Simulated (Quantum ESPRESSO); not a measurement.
# Cu in Quantum ESPRESSO: settings compared

Aim: see how the results for Cu move with the level of theory and the settings. Levels: PBEsol, LDA+rVV10. Tasks: projected density of states, work function.

Everything below comes from runs of Quantum ESPRESSO 7.5. Logs are shortened: lines on timing, memory, paths and dates and some standing lists are left out, and cuts for length are marked.

### Step 1. The slab as given

The cell holds a slab with vacuum, 5 atoms: a = 2.534 Å, b = 2.534 Å, c = 23.225 Å, α = 90.00°, β = 90.00°, γ = 120.00°.

The slab is cut from a database's or a generator's crystal, which needn't be the stable form of the element.

### Step 2. Projected density of states, PBEsol

Input file pw.in:

```
&CONTROL
  calculation = 'scf'
  prefix = 'pwscf'
  outdir = './tmp'
  pseudo_dir = './pseudo'
  tprnfor = .true.
  disk_io = 'low'
/
&SYSTEM
  ibrav = 0
  celldm(1) = 8
  nat = 5
  ntyp = 1
  ecutwfc = 56
  ecutrho = 448
  nbnd = 61
  occupations = 'smearing'
  smearing = 'mp'
  degauss = 0.00999582
/
&ELECTRONS
  conv_thr = 5d-09
  electron_maxstep = 150
  mixing_beta = 0.3
  mixing_mode = 'local-TF'
/
ATOMIC_SPECIES
Cu    63.5460 cu_pbesol_v1.2.uspp.F.UPF
CELL_PARAMETERS alat
  0.5985935849076  -0.0000000000000   0.0000000000000
 -0.2992967924522   0.5183972510715   0.0000000000000
  0.0000000000000   0.0000000000000   5.4861446981929
ATOMIC_POSITIONS crystal
Cu     0.3333333300    0.6666666600    0.3229259050
Cu     0.6666666700    0.3333333400    0.4114629525
Cu     0.3333333300    0.6666666600    0.5000000000
Cu     0.6666666700    0.3333333400    0.5885370475
Cu     0.3333333300    0.6666666600    0.6770740950
K_POINTS automatic
12 12 1 0 0 0
```

Input file pp_density.in:

```
&INPUTPP
  prefix = 'pwscf'
  outdir = './tmp'
  filplot = 'density.dat'
  plot_num = 0
/
&PLOT
  nfile = 1
  filepp(1) = 'density.dat'
  iflag = 3
  output_format = 6
  fileout = 'density.cube'
/
```

Input file pp_potential.in:

```
&INPUTPP
  prefix = 'pwscf'
  outdir = './tmp'
  filplot = 'potential.dat'
  plot_num = 11
/
&PLOT
  nfile = 1
  filepp(1) = 'potential.dat'
  iflag = 3
  output_format = 6
  fileout = 'potential.cube'
/
```

Input file nscf.in:

```
&CONTROL
  calculation = 'nscf'
  prefix = 'pwscf'
  outdir = './tmp'
  pseudo_dir = './pseudo'
  disk_io = 'low'
/
&SYSTEM
  ibrav = 0
  celldm(1) = 8
  nat = 5
  ntyp = 1
  ecutwfc = 56
  ecutrho = 448
  nbnd = 61
  occupations = 'tetrahedra_opt'
/
&ELECTRONS
  conv_thr = 1d-08
  electron_maxstep = 150
  mixing_beta = 0.3
  mixing_mode = 'local-TF'
  startingwfc = 'random'
/
ATOMIC_SPECIES
Cu    63.5460 cu_pbesol_v1.2.uspp.F.UPF
CELL_PARAMETERS alat
  0.5985935849076  -0.0000000000000   0.0000000000000
 -0.2992967924522   0.5183972510715   0.0000000000000
  0.0000000000000   0.0000000000000   5.4861446981929
ATOMIC_POSITIONS crystal
Cu     0.3333333300    0.6666666600    0.3229259050
Cu     0.6666666700    0.3333333400    0.4114629525
Cu     0.3333333300    0.6666666600    0.5000000000
Cu     0.6666666700    0.3333333400    0.5885370475
Cu     0.3333333300    0.6666666600    0.6770740950
K_POINTS automatic
18 18 2 0 0 0
```

Input file projwfc.in:

```
&PROJWFC
  prefix = 'pwscf'
  outdir = './tmp'
  filpdos = 'p'
  Emin = -10
  Emax = 15
  DeltaE = 0.05
/
```

Potentials or basis: GBRV 1.5 PBEsol.

Run with:

```bash
> OMP_NUM_THREADS=1 mpirun -n 2 pw.x -nk 2 -in pw.in > pw.out
> OMP_NUM_THREADS=1 mpirun -n 1 pp.x -in pp_density.in > pp_density.out
> OMP_NUM_THREADS=1 mpirun -n 1 pp.x -in pp_potential.in > pp_potential.out
> OMP_NUM_THREADS=1 mpirun -n 2 pw.x -nk 2 -in nscf.in > nscf.out
> OMP_NUM_THREADS=1 mpirun -n 1 projwfc.x -in projwfc.in > projwfc.out
```

pw.out:

```text
This program is part of the open-source Quantum ESPRESSO suite
     for quantum simulation of materials; please cite
         "P. Giannozzi et al., J. Phys.:Condens. Matter 21 395502 (2009);
         "P. Giannozzi et al., J. Phys.:Condens. Matter 29 465901 (2017);
         "P. Giannozzi et al., J. Chem. Phys. 152 154105 (2020);
     in publications or presentations arising from this work. More details at

     Message from routine setup:
     using ibrav=0 with symmetry is DISCOURAGED, use correct ibrav instead

     K-points division:     npool     =       2
     Subspace diagonalization in iterative solution of the eigenvalue problem:
     a serial algorithm will be used

     G-vector sticks info
     --------------------
     sticks:   dense  smooth     PW     G-vecs:    dense   smooth      PW
     Sum         703     361    109               139381    49565    8601

     Using Slab Decomposition

     bravais-lattice index     =            0
     lattice parameter (alat)  =       8.0000  a.u.
     unit-cell volume          =     871.6296 (a.u.)^3
     number of atoms/cell      =            5
     number of atomic types    =            1
     number of electrons       =        95.00
     number of Kohn-Sham states=           61
     kinetic-energy cutoff     =      56.0000  Ry
     charge density cutoff     =     448.0000  Ry
     scf convergence threshold =      5.0E-09
     mixing beta               =       0.3000
     number of iterations used =            8  local-TF  mixing
     Exchange-correlation= SLA  PW   PSX  PSC
                           (   1   4  10   8   0   0   0)

     celldm(1)=   8.000000  celldm(2)=   0.000000  celldm(3)=   0.000000
     celldm(4)=   0.000000  celldm(5)=   0.000000  celldm(6)=   0.000000

     crystal axes: (cart. coord. in units of alat)
               a(1) = (   0.598594  -0.000000   0.000000 )
               a(2) = (  -0.299297   0.518397   0.000000 )
               a(3) = (   0.000000   0.000000   5.486145 )

     reciprocal axes: (cart. coord. in units 2 pi/alat)
               b(1) = (  1.670583  0.964511 -0.000000 )
               b(2) = (  0.000000  1.929023 -0.000000 )
               b(3) = ( -0.000000 -0.000000  0.182277 )

     PseudoPot. # 1 for Cu read from file:
     cu_pbesol_v1.2.uspp.F.UPF
     Pseudo is Ultrasoft + core correction, Zval = 19.0
     Generated by new atomic code, or converted to UPF format
     Using radial grid of  867 points,  6 beta functions with:
                l(1) =   0
                l(2) =   0
                l(3) =   1
                l(4) =   1
                l(5) =   2
                l(6) =   2
     Q(r) pseudized with  8 coefficients,  rinner =    1.150   1.150   1.150
                                                       1.150   1.150

     atomic species   valence    mass     pseudopotential
     Cu               19.00    63.54600     Cu( 1.00)

     12 Sym. Ops. (no inversion) found

   Cartesian axes

     site n.     atom                  positions (alat units)
         1        Cu     tau(   1) = (   0.0000000   0.3455982   1.7716182  )
         2        Cu     tau(   2) = (   0.2992968   0.1727991   2.2573453  )
         3        Cu     tau(   3) = (   0.0000000   0.3455982   2.7430723  )
         4        Cu     tau(   4) = (   0.2992968   0.1727991   3.2287994  )
         5        Cu     tau(   5) = (   0.0000000   0.3455982   3.7145265  )

     number of k points=    19  Methfessel-Paxton smearing, width (Ry)=  0.0100
                       cart. coord. in units 2pi/alat
        k(    1) = (   0.0000000   0.0000000   0.0000000), wk =   0.0138889
        k(    2) = (   0.0000000   0.1607519   0.0000000), wk =   0.0833333
        k(    3) = (   0.0000000   0.3215038   0.0000000), wk =   0.0833333
        k(    4) = (   0.0000000   0.4822556   0.0000000), wk =   0.0833333
        k(    5) = (   0.0000000   0.6430075   0.0000000), wk =   0.0833333
        k(    6) = (   0.0000000   0.8037594   0.0000000), wk =   0.0833333
[... 11 lines left out ...]
        k(   18) = (   0.4176456   0.8841353   0.0000000), wk =   0.1666667
        k(   19) = (   0.5568609   0.9645113   0.0000000), wk =   0.0277778

     Dense  grid:   139381 G-vectors     FFT dimensions: (  36,  36, 300)

     Smooth grid:    49565 G-vectors     FFT dimensions: (  24,  24, 216)

     Check: negative core charge=   -0.000001

     Initial potential from superposition of free atoms

     starting charge      90.0000, renormalised to      95.0000

     negative rho (up, down):  3.802E-04 0.000E+00
     Starting wfcs are   65 randomized atomic wfcs

     Self-consistent Calculation

     iteration #  1     ecut=    56.00 Ry     beta= 0.30
     Davidson diagonalization with overlap
     ethr =  1.00E-02,  avg # of iterations =  7.9

     negative rho (up, down):  2.224E-02 0.000E+00

     total energy              =   -2014.47885865 Ry
     estimated scf accuracy    <      54.99538885 Ry

     iteration #  2     ecut=    56.00 Ry     beta= 0.30
     Davidson diagonalization with overlap
     ethr =  1.00E-02,  avg # of iterations =  2.1

     negative rho (up, down):  2.237E-02 0.000E+00

     total energy              =   -2016.95001732 Ry
     estimated scf accuracy    <       2.73145377 Ry
[... 190 lines left out ...]
     iteration # 24     ecut=    56.00 Ry     beta= 0.30
     Davidson diagonalization with overlap
     ethr =  3.76E-11,  avg # of iterations =  2.1

     negative rho (up, down):  3.123E-04 0.000E+00

     total energy              =   -2017.47554807 Ry
     estimated scf accuracy    <       0.00000002 Ry

     iteration # 25     ecut=    56.00 Ry     beta= 0.30
     Davidson diagonalization with overlap
     ethr =  2.56E-11,  avg # of iterations =  1.3

     negative rho (up, down):  3.178E-04 0.000E+00

     End of self-consistent calculation

          k = 0.0000 0.0000 0.0000 (  6165 PWs)   bands (ev):

  -107.5833-107.5830-107.4630-107.3664-107.3664 -65.1423 -65.1232 -65.0811
   -65.0811 -65.0808 -65.0808 -65.0206 -64.9377 -64.9377 -64.8835 -64.8835
   -64.8835 -64.8835 -64.8645 -64.8643  -4.6677  -3.8054  -2.4109  -1.1378
    -0.5963   1.5228   1.5479   1.6372   1.6372   1.6712   1.6735   1.6735
     1.8010   1.8010   1.9105   1.9105   1.9841   1.9841   2.0308   2.3628
     2.3628   2.6094   2.6094   2.8846   2.8846   3.0084   3.0084   3.0495
     3.0495   3.6058   4.2790   8.7865   9.2884   9.6883  11.2285  11.4569
    13.9385  14.1784  17.2138  17.6082  21.1936

          k = 0.0000 0.1608 0.0000 (  6172 PWs)   bands (ev):

  -107.5825-107.5822-107.4623-107.3656-107.3656 -65.1405 -65.1225 -65.0875
   -65.0874 -65.0827 -65.0824 -65.0202 -64.9437 -64.9392 -64.8896 -64.8895
   -64.8850 -64.8850 -64.8638 -64.8637  -4.4407  -3.5852  -2.2037  -0.9490
    -0.4458   1.4536   1.4565   1.5401   1.5731   1.7107   1.7354   1.7462
     1.7517   1.8014   1.8683   1.9503   1.9722   1.9994   2.0617   2.3271
     2.3357   2.5560   2.5918   2.7260   2.8001   2.8726   3.0106   3.0645
     3.1214   4.0894   4.8838   8.9804   9.5028   9.8580  11.4202  11.6564
    14.1498  14.3665  17.4258  17.7999  21.3978
[... 25 lines left out ...]
  -107.5749-107.5748-107.4552-107.3584-107.3584 -65.1546 -65.1510 -65.1200
   -65.1173 -65.0990 -65.0983 -65.0208 -65.0029 -64.9548 -64.9510 -64.9510
   -64.9007 -64.9007 -64.8581 -64.8581  -1.5359  -0.9982  -0.2941   0.2325
     0.3464   0.6768   0.9346   1.0138   1.1243   1.7086   1.7143   1.8331
     1.8859   1.9194   2.0709   2.3078   2.3900   2.4297   2.6757   2.7746
     2.8175   2.8461   2.8823   2.9344   2.9551   3.0738   3.1549   3.4848
     4.9988   7.1060   9.2798  11.3903  12.3187  12.5587  12.8449  12.9340
    14.0018  14.5509  14.5738  15.8365  17.2610

          k = 0.0000 0.8038 0.0000 (  6180 PWs)   bands (ev):

  -107.5729-107.5728-107.4533-107.3564-107.3564 -65.1715 -65.1679 -65.1170
   -65.1148 -65.1034 -65.1026 -65.0219 -65.0179 -64.9671 -64.9671 -64.9589
   -64.9049 -64.9049 -64.8566 -64.8566  -0.6115  -0.4274  -0.1092   0.1552
     0.2314   0.5816   0.8312   0.8618   1.0429   1.6542   1.7500   1.9314
     2.0301   2.1265   2.2002   2.4869   2.8324   2.8364   2.9358   3.0332
     3.0482   3.1018   3.2055   3.2301   3.2444   3.5491   3.6315   4.4951
     6.0466   7.5952  10.0492  10.1258  11.1868  11.2064  12.5919  13.2446
    14.4071  14.6961  15.2377  16.5286  16.7087

          k = 0.0000-0.9645 0.0000 (  6208 PWs)   bands (ev):

  -107.5722-107.5721-107.4526-107.3557-107.3557 -65.1777 -65.1741 -65.1171
   -65.1128 -65.1050 -65.1042 -65.0232 -65.0223 -64.9730 -64.9730 -64.9604
   -64.9065 -64.9065 -64.8561 -64.8560  -0.3503  -0.3008  -0.0516   0.1229
     0.1803   0.5560   0.8001   0.8097   1.0140   1.6197   1.7196   2.0075
     2.0120   2.2781   2.3160   2.4921   2.8544   2.9721   3.0258   3.1062
     3.1194   3.1414   3.2934   3.3227   3.3245   4.6745   4.7393   5.4279
     6.0434   6.2984   9.5988   9.9261  10.4083  11.3486  12.0594  12.7719
    15.0154  15.7702  16.4918  17.0524  17.0529

          k = 0.1392 0.2411 0.0000 (  6195 PWs)   bands (ev):

  -107.5811-107.5809-107.4610-107.3643-107.3643 -65.1372 -65.1214 -65.0995
   -65.0987 -65.0860 -65.0856 -65.0198 -64.9545 -64.9424 -64.9006 -64.9006
   -64.8882 -64.8882 -64.8627 -64.8627  -3.9950  -3.1560  -1.8077  -0.5966
    -0.1723   1.2577   1.3163   1.3977   1.4899   1.5986   1.7059   1.7555
     1.8458   1.8892   1.8914   1.9342   1.9953   2.0342   2.2238   2.2448
     2.3501   2.3880   2.5643   2.5960   2.8026   2.8521   3.0240   3.0811
     3.4260   4.6862   5.7276   9.3621   9.9316  10.2073  11.8125  12.0562
    14.5711  14.7444  17.8454  18.1787  21.2844
[... 102 lines left out ...]
  -107.5711-107.5711-107.4516-107.3547-107.3547 -65.1609 -65.1579 -65.1329
   -65.1320 -65.1148 -65.1097 -65.0218 -65.0093 -64.9857 -64.9577 -64.9576
   -64.9326 -64.9326 -64.8552 -64.8552   0.2949   0.3505   0.5229   0.5261
     0.6243   0.8186   0.8386   1.0097   1.1481   1.3604   1.4041   1.5324
     1.8480   1.8481   1.9809   1.9902   2.1728   2.2875   2.6078   2.8388
     2.8724   2.9483   3.0251   3.1208   3.1442   6.1032   6.6382   7.5980
     8.4050   8.4463  10.3769  10.7033  10.9557  11.7508  12.1013  12.6704
    13.3505  13.8569  14.2986  15.0473  16.2540

          k = 0.5569 0.9645 0.0000 (  6132 PWs)   bands (ev):

  -107.5708-107.5708-107.4513-107.3544-107.3544 -65.1519 -65.1470 -65.1468
   -65.1458 -65.1143 -65.1086 -65.0219 -65.0014 -64.9974 -64.9478 -64.9478
   -64.9464 -64.9462 -64.8549 -64.8549   0.5055   0.5730   0.6201   0.6920
     0.6934   0.8193   0.8312   0.9236   0.9496   1.3791   1.4870   1.5346
     1.8123   1.8197   1.8735   1.8762   2.2038   2.2550   2.5764   2.8915
     2.9081   2.9170   2.9970   3.0445   3.0446   8.0688   8.2600   8.3697
     8.5421   8.9656   9.0812   9.2971  10.3568  11.7128  11.9712  12.3026
    12.8212  13.8345  13.9128  14.9737  15.4933

     the Fermi energy is     4.6566 ev

!    total energy              =   -2017.47554806 Ry
     estimated scf accuracy    <          1.3E-09 Ry
     smearing contrib. (-TS)   =      -0.00011357 Ry
     internal energy E=F+TS    =   -2017.47543450 Ry

     The total energy is F=E-TS. E is the sum of the following terms:
     one-electron contribution =  -14626.09644771 Ry
     hartree contribution      =    7330.42200600 Ry
     xc contribution           =    -191.91621609 Ry
     ewald contribution        =    5470.11522330 Ry

     convergence has been achieved in  25 iterations

     negative rho (up, down):  3.178E-04 0.000E+00

     Forces acting on atoms (cartesian axes, Ry/au):

     atom    1 type  1   force =    -0.00000000   -0.00000000    0.00272093
     atom    2 type  1   force =     0.00000000    0.00000000   -0.00022322
     atom    3 type  1   force =     0.00000000    0.00000000    0.00000000
     atom    4 type  1   force =     0.00000000    0.00000000    0.00022322
     atom    5 type  1   force =     0.00000000   -0.00000000   -0.00272093

     Total force =     0.003861     Total SCF correction =     0.000173

=------------------------------------------------------------------------------=
   JOB DONE.
=------------------------------------------------------------------------------=
```

Wall time 9.1 min (2 MPI ranks of Arm Neoverse V2, shared host); peak memory 0.76 GiB.

What came out:

| Property | Result |
| --- | --- |
| Free energy | -27449.1532 eV |
| Largest force | 0.070 eV/Å |
| Band gap on the k mesh | none (metal or under the smearing width) |
| Work function of the upper face | 4.87 eV |
| Work function of the lower face | 4.87 eV |

Forces in eV/Å, atoms in the order of the input:
```
Cu   0.000  0.000  0.070
Cu   0.000  0.000 -0.006
Cu   0.000  0.000  0.000
Cu   0.000  0.000  0.006
Cu   0.000  0.000 -0.070
```

Levels at points of the mesh, in eV from the Fermi level:
| k point | band 44 | band 45 | band 46 | band 47 | band 48 | band 49 | band 50 | band 51 | band 52 | band 53 |
| --- | --- | --- | --- | --- | --- | --- | --- | --- | --- | --- |
| (0.00, 0.00, 0.00) | -1.77 | -1.77 | -1.65 | -1.65 | -1.61 | -1.61 | -1.05 | -0.38 | 4.13 | 4.63 |
| (0.00, -0.50, 0.00) | -1.33 | -1.33 | 0.02 | 0.08 | 0.77 | 1.39 | 1.64 | 4.94 | 5.27 | 5.75 |

States per cell in windows of 0.5 eV (zero at the Fermi level; states under -8 eV left out):
| from (eV) | total | Cu#2 d wfc3 | Cu#4 d wfc3 | Cu#3 d wfc3 | Cu#1 d wfc3 | Cu#5 d wfc3 | Cu#1 p wfc5 |
| --- | --- | --- | --- | --- | --- | --- | --- |
| -8.0 | 0.24 | 0.00 | 0.00 | 0.00 | 0.00 | 0.00 | 0.01 |
| -7.5 | 0.27 | 0.00 | 0.00 | 0.00 | 0.00 | 0.00 | 0.02 |
| -7.0 | 0.41 | 0.00 | 0.00 | 0.01 | 0.00 | 0.00 | 0.02 |
| -6.5 | 0.46 | 0.01 | 0.01 | 0.01 | 0.01 | 0.01 | 0.03 |
| -6.0 | 0.64 | 0.03 | 0.03 | 0.03 | 0.02 | 0.02 | 0.04 |
| -5.5 | 1.17 | 0.13 | 0.13 | 0.11 | 0.06 | 0.06 | 0.06 |
| -5.0 | 2.26 | 0.41 | 0.41 | 0.34 | 0.14 | 0.14 | 0.07 |
| -4.5 | 4.42 | 0.94 | 0.94 | 0.79 | 0.47 | 0.47 | 0.08 |
| -4.0 | 6.58 | 1.37 | 1.37 | 1.09 | 0.95 | 0.95 | 0.07 |
| -3.5 | 6.20 | 1.39 | 1.39 | 1.03 | 0.94 | 0.94 | 0.06 |
| -3.0 | 9.13 | 1.51 | 1.51 | 1.46 | 2.00 | 2.00 | 0.11 |
| -2.5 | 7.03 | 1.10 | 1.10 | 1.20 | 1.63 | 1.63 | 0.09 |
| -2.0 | 10.54 | 2.11 | 2.11 | 1.97 | 2.04 | 2.04 | 0.06 |
| -1.5 | 4.29 | 0.79 | 0.79 | 1.24 | 0.62 | 0.62 | 0.04 |
| -1.0 | 0.89 | 0.10 | 0.10 | 0.14 | 0.10 | 0.10 | 0.07 |
| -0.5 | 0.88 | 0.08 | 0.08 | 0.10 | 0.08 | 0.08 | 0.09 |
| 0.0 | 0.83 | 0.06 | 0.06 | 0.07 | 0.06 | 0.06 | 0.11 |
| 0.5 | 0.78 | 0.05 | 0.05 | 0.06 | 0.05 | 0.05 | 0.12 |
| 1.0 | 0.70 | 0.04 | 0.04 | 0.04 | 0.04 | 0.04 | 0.12 |
| 1.5 | 0.79 | 0.04 | 0.04 | 0.04 | 0.04 | 0.04 | 0.14 |
| 2.0 | 0.70 | 0.03 | 0.03 | 0.03 | 0.03 | 0.03 | 0.12 |
| 2.5 | 0.64 | 0.03 | 0.03 | 0.03 | 0.02 | 0.02 | 0.11 |
| 3.0 | 0.58 | 0.02 | 0.02 | 0.02 | 0.02 | 0.02 | 0.10 |
| 3.5 | 0.49 | 0.02 | 0.02 | 0.02 | 0.02 | 0.02 | 0.08 |
| 4.0 | 0.35 | 0.01 | 0.01 | 0.01 | 0.01 | 0.01 | 0.05 |
| 4.5 | 0.45 | 0.01 | 0.01 | 0.01 | 0.01 | 0.01 | 0.05 |
| 5.0 | 1.17 | 0.02 | 0.02 | 0.02 | 0.03 | 0.03 | 0.09 |
| 5.5 | 1.22 | 0.02 | 0.02 | 0.02 | 0.03 | 0.03 | 0.12 |
| 6.0 | 1.26 | 0.02 | 0.02 | 0.03 | 0.02 | 0.02 | 0.12 |
| 6.5 | 1.53 | 0.03 | 0.03 | 0.03 | 0.02 | 0.02 | 0.15 |
| 7.0 | 1.09 | 0.02 | 0.02 | 0.02 | 0.01 | 0.01 | 0.09 |
| 7.5 | 1.41 | 0.02 | 0.02 | 0.02 | 0.01 | 0.01 | 0.13 |

[end of part 1 of 2]
